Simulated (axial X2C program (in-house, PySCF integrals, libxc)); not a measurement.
# HfH⁺: bond curves with and without spin–orbit coupling

What are the state, bond length, wavenumber and bond energy of HfH⁺, and what does spin–orbit coupling change?

Program: an in-house X2C program for linear molecules on PySCF integrals. Level of theory: all-electron X2C, Hf dyall-cv3z, H dyall-v3z. These are calculated values, not measurements.

### 1 The job

The input, task.json:

```json
{"zs": [72, 1], "q": 1, "bas": ["dyall-cv3z", "dyall-v3z"], "levels": ["PBE0", "HF", "r2SCAN"], "cc": true, "r0": 1.84, "thr": -1.0, "nmax": 90, "npts": 10, "nst": 2, "ntry": 6}
```

Keys: zs atomic numbers; q charge; bas basis sets; levels methods (HF also brings MP2); cc coupled cluster on or off; r0 starting distance in Å; thr threshold in hartree for freezing inner shells (an s shell follows its p shell); nmax most natural virtual spinors; npts points asked for on the curve; nst determinants followed; ntry starts of the search.

Command:

```bash
python so2c.py task.json out
```

Spin-free means the one-electron spin-free X2C Hamiltonian; two-component (2c) means X2C with spin–orbit coupling and atomic mean-field two-electron Coulomb and Gaunt terms. Basis: Hf dyall-cv3z contracted to [13s14p9d7f4g], H dyall-v3z contracted to [6s2p1d]; Gaussian nuclei, density fitting. Masses: Hf 179.947 u, H 1.008 u.

Notation: σ, π±, δ± give the projection m of an orbital's angular momentum (0, ±1, ±2), α and β its spin, Λ and M_S the sums; ω is the projection of a spinor's total angular momentum and Ω the sum. Logs are in hartree.

The results follow Hamiltonian by Hamiltonian and level by level.

### 2 State search with PBE0

PBE0 moves the distance from 1.840 Å to 1.778 Å and compares determinants there.

Spin-free determinants:

```json
{"ΔE (eV)": "0.00", "state": "M_S = 1, Λ = 2", "open shells": "beyond closed shells: σα, δ+α"}
{"ΔE (eV)": "0.15", "state": "M_S = 0, Λ = 0", "open shells": "closed shell"}
{"ΔE (eV)": "0.41", "state": "M_S = 1, Λ = 1", "open shells": "beyond closed shells: σα, π+α"}
{"ΔE (eV)": "0.65", "state": "M_S = 0, Λ = 1", "open shells": "beyond closed shells: σα, π+β"}
{"ΔE (eV)": "0.77", "state": "M_S = 0, Λ = 2", "open shells": "beyond closed shells: σα, δ+β"}
{"ΔE (eV)": "1.13", "state": "M_S = 1, Λ = 3", "open shells": "beyond closed shells: π+α, δ+α"}
{"ΔE (eV)": "1.23", "state": "M_S = 1, Λ = 0", "open shells": "beyond closed shells: δ+α, δ-α"}
```

Two-component determinants:

```csv
ΔE (eV),state,open shells
0.00,Ω = 1,"excess of +ω over −ω: ω = -1/2, ω = 3/2"
0.32,Ω = 0,closed shell
0.40,Ω = 3,"excess of +ω over −ω: ω = 1/2, ω = 5/2"
0.64,Ω = 2,"excess of +ω over −ω: ω = 1/2, ω = 3/2"
0.77,Ω = 1,excess of +ω over −ω: 2 × ω = 1/2
1.17,Ω = 2,"excess of +ω over −ω: ω = -1/2, ω = 5/2"
1.41,Ω = 1,"excess of +ω over −ω: ω = -3/2, ω = 5/2"
```

### 3 PBE0, spin-free

State followed: M_S = 1, Λ = 2 (beyond closed shells: σα, δ+α). The scan is laid around 1.778 Å, a first estimate of the minimum, and this SCF restarts from the orbitals of the search.

The SCF at the reference distance of 1.778 Å:

```text
spin-free X2C-1e  PBE0
basis functions 202  fitting functions 1009  grid points 5072
iter        total energy     max residual
   1     -15078.875437138     4.59e-05
   2     -15078.875437168     6.65e-05
   3     -15078.875437205     3.22e-05
   4     -15078.875437208     2.90e-05
   5     -15078.875437211     3.58e-06
converged
one-electron -20721.14437938  Coulomb 5933.76293951  exact exchange -76.99003314  xc functional -235.93296262  nuclear repulsion 21.42899842
```

Along the bond, energies from the lowest point:

```tsv
R (Å)	E (eV)	μ (D)	HOMO (eV)	LUMO (eV)	iterations
1.547	0.4608	-2.00	-11.27	-8.56	42
1.618	0.2016	-2.12	-11.32	-8.61	37
1.671	0.0839	-2.19	-11.36	-8.64	31
1.725	0.0197	-2.26	-11.40	-8.68	25
1.778	0.0000	-2.32	-11.44	-8.71	5
1.840	0.0229	-2.39	-11.48	-8.75	24
1.903	0.0856	-2.44	-11.52	-8.78	19
1.982	0.2112	-2.49	-11.57	-8.83	19
2.080	0.4143	-2.54	-11.62	-8.88	17
2.223	0.7695	-2.55	-11.69	-8.94	15
```

Dipoles are positive if H is the positive end and refer to the centre of mass.

Outer orbitals at the reference distance:

```json
{"symmetry": "δ+α", "occupied": "yes", "ε (eV)": "-28.02", "atomic character": "100% Hf f"}
{"symmetry": "σα", "occupied": "yes", "ε (eV)": "-28.02", "atomic character": "100% Hf f"}
{"symmetry": "π+α", "occupied": "yes", "ε (eV)": "-28.01", "atomic character": "100% Hf f"}
{"symmetry": "φ+α", "occupied": "yes", "ε (eV)": "-28.01", "atomic character": "100% Hf f"}
{"symmetry": "π-α", "occupied": "yes", "ε (eV)": "-28.00", "atomic character": "100% Hf f"}
{"symmetry": "δ-α", "occupied": "yes", "ε (eV)": "-27.98", "atomic character": "100% Hf f"}
{"symmetry": "δ-β", "occupied": "yes", "ε (eV)": "-27.92", "atomic character": "100% Hf f"}
{"symmetry": "δ+β", "occupied": "yes", "ε (eV)": "-27.92", "atomic character": "100% Hf f"}
{"symmetry": "φ-α", "occupied": "yes", "ε (eV)": "-27.90", "atomic character": "100% Hf f"}
{"symmetry": "π+β", "occupied": "yes", "ε (eV)": "-27.88", "atomic character": "100% Hf f"}
{"symmetry": "π-β", "occupied": "yes", "ε (eV)": "-27.88", "atomic character": "100% Hf f"}
{"symmetry": "σβ", "occupied": "yes", "ε (eV)": "-27.86", "atomic character": "100% Hf f"}
{"symmetry": "φ-β", "occupied": "yes", "ε (eV)": "-27.79", "atomic character": "100% Hf f"}
{"symmetry": "φ+β", "occupied": "yes", "ε (eV)": "-27.79", "atomic character": "100% Hf f"}
{"symmetry": "σα", "occupied": "yes", "ε (eV)": "-14.84", "atomic character": "52% H s, 22% Hf d, 20% Hf s"}
{"symmetry": "σβ", "occupied": "yes", "ε (eV)": "-14.69", "atomic character": "54% H s, 21% Hf d, 19% Hf s"}
{"symmetry": "σα", "occupied": "yes", "ε (eV)": "-12.07", "atomic character": "53% Hf s, 39% Hf d, 4% Hf p"}
{"symmetry": "δ+α", "occupied": "yes", "ε (eV)": "-11.44", "atomic character": "100% Hf d"}
{"symmetry": "δ-α", "occupied": "no", "ε (eV)": "-8.71", "atomic character": "100% Hf d"}
{"symmetry": "π+α", "occupied": "no", "ε (eV)": "-8.49", "atomic character": "95% Hf d, 3% H p"}
{"symmetry": "σβ", "occupied": "no", "ε (eV)": "-8.43", "atomic character": "60% Hf s, 23% Hf d, 11% Hf p"}
{"symmetry": "π-α", "occupied": "no", "ε (eV)": "-8.38", "atomic character": "95% Hf d, 3% H p"}
```

PBE0 fields in the half plane through the axis: z from -2.4 to 3.9 Å across, distance from the axis 0.15 to 2.25 Å upwards; Hf lies at z = 0 and H at z = 1.778 Å; the ELF is damped to zero where the density is low.

log10 density (e/bohr³). Ten even steps from '0' (-5.68 ) to '9' (1.78 ):
```
1222333333333222211000
1223334444433332221100
2233344444444333322110
2233445555444444332211
2334445565555544433221
2334456676655555443221
2344567787666665543321
2344567898766666544322
```

ELF. Ten even steps from ' ' (0.00 ) to '@' (1.00 ):
```
        ::==++****++--..                    
      ..--++**####**==..                    
      ..--==******++--..    ..::..          
      ....::--++++==..  ..--##%%%%==        
            ..--==--..  ::%%@@@@@@@@++      
          ..::++**++::  ++@@@@@@@@@@%%::    
  ......::==++==--====::##@@@@@@@@@@@@==    
  ::::::==**++++::++++==%%@@@@@@@@@@@@**    
```

Re = 1.778 Å, ωe = 1868 cm⁻¹, ωexe = 22.3 cm⁻¹, Be = 5.319 cm⁻¹, De = 2.75 eV, μ = -2.32 D.

### 4 HF, spin-free

The SCF at the reference distance of 1.778 Å:

```text
spin-free X2C-1e  HF
basis functions 202  fitting functions 1009  grid points 5072
iter        total energy     max residual
   1     -15073.912574007     1.00e+00
   2     -15073.951924098     3.36e-02
   3     -15073.953338914     1.93e-01
   4     -15073.956995324     7.01e-03
   5     -15073.957036478     9.79e-04
   6     -15073.957054506     1.91e-03
   7     -15073.957057994     6.21e-04
   8     -15073.957059678     2.55e-04
   9     -15073.957059848     1.37e-04
  10     -15073.957059861     1.49e-05
  11     -15073.957059862     6.30e-06
  12     -15073.957059862     4.45e-06
  13     -15073.957059862     9.97e-07
converged
one-electron -20724.12532884  Coulomb 5936.94537499  exact exchange -308.20610443  xc functional 0.00000000  nuclear repulsion 21.42899842
```

Re = 1.795 Å, ωe = 1900 cm⁻¹, ωexe = 19 cm⁻¹, Be = 5.221 cm⁻¹, De = 2.10 eV, μ = -3.07 D.

### 5 r2SCAN, spin-free

The SCF at the reference distance of 1.778 Å:

```text
spin-free X2C-1e  r2SCAN
basis functions 202  fitting functions 1009  grid points 5072
iter        total energy     max residual
   1     -15079.204342973     3.40e-01
   2     -15079.208058918     1.35e-02
   3     -15079.208621965     3.16e-02
   4     -15079.208693933     1.16e-03
   5     -15079.208702307     4.77e-03
   6     -15079.208706081     5.06e-04
   7     -15079.208706381     7.81e-04
   8     -15079.208706610     1.28e-04
   9     -15079.208706613     7.91e-06
converged
one-electron -20720.46196020  Coulomb 5933.07262272  exact exchange 0.00000000  xc functional -313.24836755  nuclear repulsion 21.42899842
```

Re = 1.772 Å, ωe = 1876 cm⁻¹, ωexe = 22.9 cm⁻¹, Be = 5.354 cm⁻¹, De = 2.92 eV, μ = -2.33 D.

### 6 MP2 and beyond, spin-free

Correlated methods: 4 electrons correlated (frozen shells, counted by type: Hf 5 s, 4 p, 2 d, 1 f; H none), 250 virtual spinors in MP2, 57 natural virtuals in coupled cluster.

Output of the correlated part at 1.778 Å:

```text
correlated 4  virtual 250  natural virtual 57  E(MP2) -0.042467439  MP2 remainder -0.001316308
iter   CCSD correlation   residual
   1     -0.048773068   7.33e-02
   2     -0.051941063   2.83e-02
   3     -0.052204145   8.18e-03
   4     -0.052288056   3.99e-03
   5     -0.052292954   1.22e-03
   6     -0.052292921   3.56e-04
   7     -0.052294261   1.30e-04
   8     -0.052293171   4.02e-05
   9     -0.052293109   1.91e-05
  10     -0.052293306   6.39e-06
  11     -0.052293285   1.77e-06
  12     -0.052293272   4.64e-07
(T) -0.000885684  T1 0.0198  D1 0.0324  max T2 0.057
```

T1 in the output is the amplitude norm over the root of the electron number; divide by √2 for the Lee–Taylor value.

MP2: Re = 1.793 Å, ωe = 1888 cm⁻¹, Be = 5.231 cm⁻¹, De = 2.60 eV.

CCSD: Re = 1.804 Å, ωe = 1837 cm⁻¹, ωexe = 23.6 cm⁻¹, Be = 5.167 cm⁻¹, De = 2.62 eV. T1 at Re = 0.014 (Lee–Taylor, the printed value over √2).

CCSD(T): Re = 1.805 Å, ωe = 1831 cm⁻¹, ωexe = 24.1 cm⁻¹, Be = 5.161 cm⁻¹, De = 2.61 eV. T1 at Re = 0.014 (Lee–Taylor, the printed value over √2).

### 7 A higher determinant, spin-free

State: M_S = 0, Λ = 0 (closed shell).

Output at the reference distance:

```text
spin-free X2C-1e  PBE0
basis functions 202  fitting functions 1009  grid points 5072
iter        total energy     max residual
   1     -15078.870040470     2.43e-05
   2     -15078.870040472     2.46e-05
   3     -15078.870040475     8.83e-06
converged
one-electron -20716.87776099  Coulomb 5929.38717683  exact exchange -76.95648524  xc functional -235.85196949  nuclear repulsion 21.42899842
```

```tsv
R (Å)	E above the lowest PBE0 point (eV)
1.547	0.480
1.618	0.264
1.671	0.177
1.725	0.140
1.778	0.147
1.840	0.198
1.903	0.286
1.982	0.442
2.080	0.677
```

Re = 1.742 Å, ωe = 1946 cm⁻¹, ωexe = 23 cm⁻¹, Be = 5.542 cm⁻¹, μ = -1.70 D. Te = 0.14 eV.

### 8 The spin-free curves together

Energy (eV) of the followed determinant, spin-free, from each level's lowest point:

```tsv
R (Å)	PBE0	HF	MP2	CCSD	CCSD(T)	r2SCAN
1.547	0.461	0.547	0.536	n/a	n/a	0.439
1.618	0.202	0.254	0.247	0.267	0.268	0.188
1.671	0.084	0.115	0.111	0.125	0.126	0.075
1.725	0.020	0.034	0.032	0.039	0.039	0.015
1.778	0.000	0.000	0.000	0.000	0.000	0.000
1.840	0.023	0.011	0.012	0.003	0.002	0.027
1.903	0.086	0.066	0.068	0.049	0.047	0.094
1.982	0.211	0.189	0.189	0.156	0.152	0.223
2.080	0.414	0.397	0.393	n/a	n/a	0.429
2.223	0.770	0.773	0.771	n/a	n/a	0.787
```

### 9 PBE0, 2c

State followed: Ω = 1 (excess of +ω over −ω: ω = -1/2, ω = 3/2). The scan is laid around 1.778 Å, a first estimate of the minimum, and this SCF restarts from the orbitals of the search.

The SCF at the reference distance of 1.778 Å:

```text
two-component X2C + atomic mean field  PBE0
basis functions 202  fitting functions 1009  grid points 5072
iter        total energy     max residual
   1     -15076.721574317     4.88e-05
   2     -15076.721574322     3.98e-05
   3     -15076.721574326     4.32e-06
converged
one-electron -20703.91222920  Coulomb 5931.30898783  exact exchange -76.95955683  xc functional -235.87708943  nuclear repulsion 21.42899842  atomic mean-field constant -12.71068511
```

Along the bond, energies from the lowest point:

```tsv
R (Å)	E (eV)	μ (D)	HOMO (eV)	LUMO (eV)	iterations
1.547	0.4556	-2.01	-11.45	-8.49	47
1.618	0.1987	-2.13	-11.50	-8.51	41
1.671	0.0823	-2.20	-11.54	-8.52	36
1.725	0.0190	-2.27	-11.58	-8.54	28
1.778	0.0000	-2.33	-11.62	-8.56	3
1.840	0.0234	-2.40	-11.66	-8.59	28
1.903	0.0865	-2.45	-11.70	-8.61	19
1.982	0.2122	-2.51	-11.75	-8.64	19
2.080	0.4151	-2.55	-11.80	-8.68	17
2.223	0.7696	-2.57	-11.87	-8.74	16
```

Dipoles are positive if H is the positive end and refer to the centre of mass.

Outer spinors at the reference distance:

```csv
ω,occupied,ε (eV),atomic character,λ mixture
5/2,yes,-28.92,100% Hf f,"86% φ, 14% δ"
3/2,yes,-28.91,100% Hf f,"74% δ, 26% π"
1/2,yes,-28.87,100% Hf f,"61% π, 39% σ"
-3/2,yes,-28.87,100% Hf f,"69% δ, 31% π"
-1/2,yes,-28.86,100% Hf f,"53% π, 47% σ"
-5/2,yes,-28.74,100% Hf f,"83% φ, 17% δ"
-3/2,yes,-27.23,100% Hf f,"69% π, 31% δ"
-5/2,yes,-27.21,100% Hf f,"83% δ, 17% φ"
-1/2,yes,-27.20,100% Hf f,"53% σ, 47% π"
5/2,yes,-27.18,100% Hf f,"86% δ, 14% φ"
1/2,yes,-27.17,100% Hf f,"61% σ, 39% π"
3/2,yes,-27.17,100% Hf f,"74% π, 26% δ"
-7/2,yes,-27.16,100% Hf f,100% φ
7/2,yes,-27.04,100% Hf f,100% φ
-1/2,yes,-14.80,"52% H s, 22% Hf d, 20% Hf s",100% σ
1/2,yes,-14.66,"54% H s, 21% Hf d, 19% Hf s",100% σ
-1/2,yes,-12.04,"53% Hf s, 40% Hf d, 4% Hf p","99% σ, 1% π"
3/2,yes,-11.62,100% Hf d,"98% δ, 2% π"
1/2,no,-8.56,"83% Hf d, 11% Hf s, 3% H p","81% π, 19% σ"
-5/2,no,-8.50,100% Hf d,100% δ
1/2,no,-8.41,"49% Hf s, 32% Hf d, 13% Hf p","82% σ, 18% π"
-3/2,no,-8.26,"95% Hf d, 3% H p","98% π, 2% δ"
```

PBE0 fields in the half plane through the axis: z from -2.4 to 3.9 Å across, distance from the axis 0.15 to 2.25 Å upwards; Hf lies at z = 0 and H at z = 1.778 Å; the ELF is damped to zero where the density is low.

log10 density (e/bohr³). Ten even steps from ' ' (-5.67 ) to '@' (1.78 ):
```
..::::::------------------::::::::....      
..::::------==========--------::::::....    
::::------================--------::::....  
::::----====++++++++============----::::....
::----======++++**++++++++++======----::::..
::----====++****##****++++++++++====--::::..
::--====++**####%%##**********++++==----::..
::--====++**##%%@@%%##**********++====--::::
```

ELF. Ten even steps from ' ' (0.00 ) to '@' (1.00 ):
```
        ::==++****++--..                    
      ..--++**####**==..                    
      ..--==******++--..  ....::..          
      ....::--++++==..  ..--##%%%%==        
            ..--==--..  ::%%@@@@@@@@++      
          ..::++**++::  ++@@@@@@@@@@%%::    
  ......::==++==--====::##@@@@@@@@@@@@==    
  ..::::==**++++::++++==%%@@@@@@@@@@@@**    
```

Re = 1.777 Å, ωe = 1865 cm⁻¹, ωexe = 22.3 cm⁻¹, Be = 5.324 cm⁻¹, De = 2.73 eV, μ = -2.33 D.

### 10 HF, 2c

Output at 1.778 Å:

```text
two-component X2C + atomic mean field  HF
basis functions 202  fitting functions 1009  grid points 5072
iter        total energy     max residual
   1     -15071.723155375     1.00e+00
   2     -15071.762723970     3.32e-02
   3     -15071.764134611     1.93e-01
   4     -15071.767823950     7.30e-03
   5     -15071.767870959     9.17e-04
   6     -15071.767895826     2.42e-03
   7     -15071.767902205     9.70e-04
   8     -15071.767907304     4.55e-04
   9     -15071.767909341     6.16e-04
  10     -15071.767911468     3.30e-04
  11     -15071.767913305     1.95e-04
  12     -15071.767914278     1.81e-04
  13     -15071.767914493     8.56e-05
  14     -15071.767914523     2.05e-05
  15     -15071.767914531     1.39e-05
  16     -15071.767914535     1.37e-05
  17     -15071.767914536     4.27e-06
  18     -15071.767914536     1.78e-06
converged
one-electron -20706.91740627  Coulomb 5934.51519852  exact exchange -308.08402009  xc functional 0.00000000  nuclear repulsion 21.42899842  atomic mean-field constant -12.71068511
```

Re = 1.794 Å, ωe = 1897 cm⁻¹, ωexe = 19 cm⁻¹, Be = 5.224 cm⁻¹, De = 1.85 eV, μ = -3.09 D.

### 11 r2SCAN, 2c

Output at 1.778 Å:

```text
two-component X2C + atomic mean field  r2SCAN
basis functions 202  fitting functions 1009  grid points 5072
iter        total energy     max residual
   1     -15077.008424398     3.42e-01
   2     -15077.012637977     1.36e-02
   3     -15077.013242423     3.21e-02
   4     -15077.013327363     1.09e-03
   5     -15077.013337066     5.44e-03
   6     -15077.013342249     3.16e-04
   7     -15077.013342601     1.01e-03
   8     -15077.013342916     3.96e-05
   9     -15077.013342920     9.72e-06
converged
one-electron -20703.19306723  Coulomb 5930.58230355  exact exchange 0.00000000  xc functional -313.12089254  nuclear repulsion 21.42899842  atomic mean-field constant -12.71068511
```

Re = 1.772 Å, ωe = 1873 cm⁻¹, ωexe = 22.9 cm⁻¹, Be = 5.358 cm⁻¹, De = 2.91 eV, μ = -2.33 D.

### 12 MP2 and beyond, 2c

Correlated methods: 4 electrons correlated (frozen shells, counted by type: Hf 5 s, 4 p, 2 d, 1 f; H none), 250 virtual spinors in MP2, 57 natural virtuals in coupled cluster.

Output of the correlated part at 1.778 Å:

```text
correlated 4  virtual 250  natural virtual 57  E(MP2) -0.042487375  MP2 remainder -0.001350878
iter   CCSD correlation   residual
   1     -0.048749127   7.31e-02
   2     -0.051901254   2.82e-02
   3     -0.052160419   8.09e-03
   4     -0.052242038   3.92e-03
   5     -0.052246982   1.21e-03
   6     -0.052247264   3.67e-04
   7     -0.052248826   1.40e-04
   8     -0.052247695   4.44e-05
   9     -0.052247660   2.00e-05
  10     -0.052247865   6.47e-06
  11     -0.052247841   1.99e-06
  12     -0.052247825   6.49e-07
(T) -0.000882714  T1 0.0200  D1 0.0320  max T2 0.053
```

MP2: Re = 1.793 Å, ωe = 1883 cm⁻¹, Be = 5.234 cm⁻¹, De = 2.53 eV.

CCSD: Re = 1.804 Å, ωe = 1832 cm⁻¹, ωexe = 23.8 cm⁻¹, Be = 5.17 cm⁻¹, De = 2.62 eV. T1 at Re = 0.015 (Lee–Taylor, the printed value over √2).

CCSD(T): Re = 1.805 Å, ωe = 1826 cm⁻¹, ωexe = 24.3 cm⁻¹, Be = 5.164 cm⁻¹, De = 2.61 eV. T1 at Re = 0.015 (Lee–Taylor, the printed value over √2).

### 13 A higher determinant, 2c

State: Ω = 0 (closed shell).

Output at the reference distance:

```text
two-component X2C + atomic mean field  PBE0
basis functions 202  fitting functions 1009  grid points 5072
iter        total energy     max residual
   1     -15076.709834949     5.54e-05
   2     -15076.709834973     3.58e-05
   3     -15076.709834975     7.23e-06
converged
one-electron -20699.76464692  Coulomb 5927.06081315  exact exchange -76.92703484  xc functional -235.79727967  nuclear repulsion 21.42899842  atomic mean-field constant -12.71068511
```

```tsv
R (Å)	E above the lowest PBE0 point (eV)
1.547	0.652
1.618	0.437
1.671	0.350
1.725	0.313
1.778	0.319
1.840	0.370
1.903	0.457
1.982	0.611
2.080	0.843
```

Re = 1.743 Å, ωe = 1937 cm⁻¹, ωexe = 23.2 cm⁻¹, Be = 5.539 cm⁻¹, μ = -1.76 D. Te = 0.31 eV.

### 14 The 2c curves together

Energy (eV) of the followed determinant, 2c, from each level's lowest point:

```tsv
R (Å)	PBE0	HF	MP2	CCSD	CCSD(T)	r2SCAN
1.547	0.456	0.542	0.531	n/a	n/a	0.435
1.618	0.199	0.251	0.244	0.264	0.266	0.185
1.671	0.082	0.114	0.110	0.123	0.124	0.074
1.725	0.019	0.033	0.031	0.038	0.039	0.015
1.778	0.000	0.000	0.000	0.000	0.000	0.000
1.840	0.023	0.011	0.013	0.004	0.003	0.028
1.903	0.086	0.067	0.068	0.049	0.048	0.094
1.982	0.212	0.189	0.189	0.156	0.153	0.224
2.080	0.415	0.397	0.392	n/a	n/a	0.430
2.223	0.770	0.773	0.761	n/a	n/a	0.787
```

The whole job took 2.6 min on 1 thread of Arm Neoverse V2, shared host; peak memory 0.4 GiB.

### 15 Constants

Lowest determinant that the search found at its distance, spin-free: M_S = 1, Λ = 2 (beyond closed shells: σα, δ+α).

Lowest determinant that the search found at its distance, 2c: Ω = 1 (excess of +ω over −ω: ω = -1/2, ω = 3/2).

```
Hamiltonian    level  Re (Å)  ωe (cm⁻¹)  De (eV)  μ (D)
  spin-free     PBE0   1.778       1868     2.75  -2.32
  spin-free       HF   1.795       1900     2.10  -3.07
  spin-free      MP2   1.793       1888     2.60    n/a
  spin-free     CCSD   1.804       1837     2.62    n/a
  spin-free  CCSD(T)   1.805       1831     2.61    n/a
  spin-free   r2SCAN   1.772       1876     2.92  -2.33
         2c     PBE0   1.777       1865     2.73  -2.33
         2c       HF   1.794       1897     1.85  -3.09
         2c      MP2   1.793       1883     2.53    n/a
         2c     CCSD   1.804       1832     2.62    n/a
         2c  CCSD(T)   1.805       1826     2.61    n/a
         2c   r2SCAN   1.772       1873     2.91  -2.33
```

Dipoles are positive if H is the positive end and refer to the centre of mass.

Time per point (s) on 1 thread of Arm Neoverse V2, shared host (2c runs; CCSD comes with the CCSD(T) run); the times are rough: PBE0 1.5, HF 1.3, MP2 1.4, CCSD(T) 2.1, r2SCAN 1.2.

In words: At CCSD(T), going from spin-free to two-component changes Re by -1 mÅ, ωe by -0.3 %, which is small (part of it comes from the scalar share of the two-electron terms). It costs about 2 times the time. De moves by 0.00 eV; both De rest on single-determinant atoms, which can miss part of an open shell's spin–orbit lowering.

De refers to Hf+ + H, each in the lowest determinant found, which need not be this curve's own limit. Each curve is one determinant whose occupation by symmetry is held fixed; it was picked as the lowest of a PBE0 search that is not exhaustive. De is counted from the lowest determinant-based energies of the atoms at the same level, without counterpoise correction. Density functionals use the spin component along the axis (collinear). CCSD and (T) use frozen natural virtuals with an MP2 correction for the truncation. The meta-GGAs lack a current-density term, which matters for open shells with orbital currents, atoms included. With several unpaired electrons one determinant need not be a pure state. With the outer-core shells frozen, correlated bond lengths of heavy atoms tend to come out a few hundredths of an ångström too long.
